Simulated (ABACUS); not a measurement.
The system is NaLaMnMoO6.

```
Na La Mn Mo O
1.0
     4.72242   -2.73688    0.00204
     4.72242    2.73688    0.00204
    -3.17796    0.00000    4.47000
Na La Mn Mo O
1 1 1 1 6
Direct
  0.25021 0.25021 0.74459
  0.75117 0.75117 0.25707
  0.49918 0.49918 0.49917
  0.00110 0.00110 0.00114
  0.28503 0.78106 0.28520
  0.78106 0.28503 0.28520
  0.25187 0.25187 0.18775
  0.74777 0.74777 0.81124
  0.21883 0.71407 0.71525
  0.71407 0.21883 0.71525
```

The cell was built by a generator and needn't be a form met in nature.

Base run:

```yaml
Program: ABACUS 3.10.1
Functional: PBE
Potentials_or_basis: PseudoDojo NC SR 0.4.1 PBE standard
Cutoff: 1510 eV
Density_cutoff: 6041 eV
Basis: DZP LCAO (the cutoffs set its grid)
k_mesh: 6 × 6 × 6
Occupations: fermi-dirac, width 0.05 eV
Spin: collinear spin, ferromagnetic start
Starting_moments: "[0.0, 0.0, 4.0, 1.0, 0.0, 0.0, 0.0, 0.0, 0.0, 0.0] μB"
```

Its results: band gap on the k mesh none (metal or under the smearing width); pressure 2.3 GPa; net moment 2.21 μB per cell; site moments Na +0.00; La -0.04; Mn +2.89; Mo -0.63; O -0.01, +0.00, -0.00 μB; largest force 0.122 eV/Å.

Question: The run is repeated on the same cell with these changes: basis from DZP LCAO (the cutoffs set its grid) to TZDP LCAO (the cutoffs set its grid). What comes out?

Answer: Band gap on the k mesh none (metal or under the smearing width); pressure 1.4 GPa; net moment 2.21 μB per cell; site moments Na -0.01; La -0.08; Mn +3.07; Mo -0.76; O -0.00, +0.01, +0.00, -0.01 μB; largest force 0.160 eV/Å.

Caveats: the atomic orbitals were generated for these runs and aren't a published set; the basis of atomic orbitals isn't converged, which shifts pressures, moduli and gaps; a cell with one magnetic atom can't hold antiferromagnetic order, which such compounds often take; semilocal functionals often make such compounds metallic where correlation or magnetic order opens a gap, which also shifts bond lengths.

Not every run made on this cell is shown here.
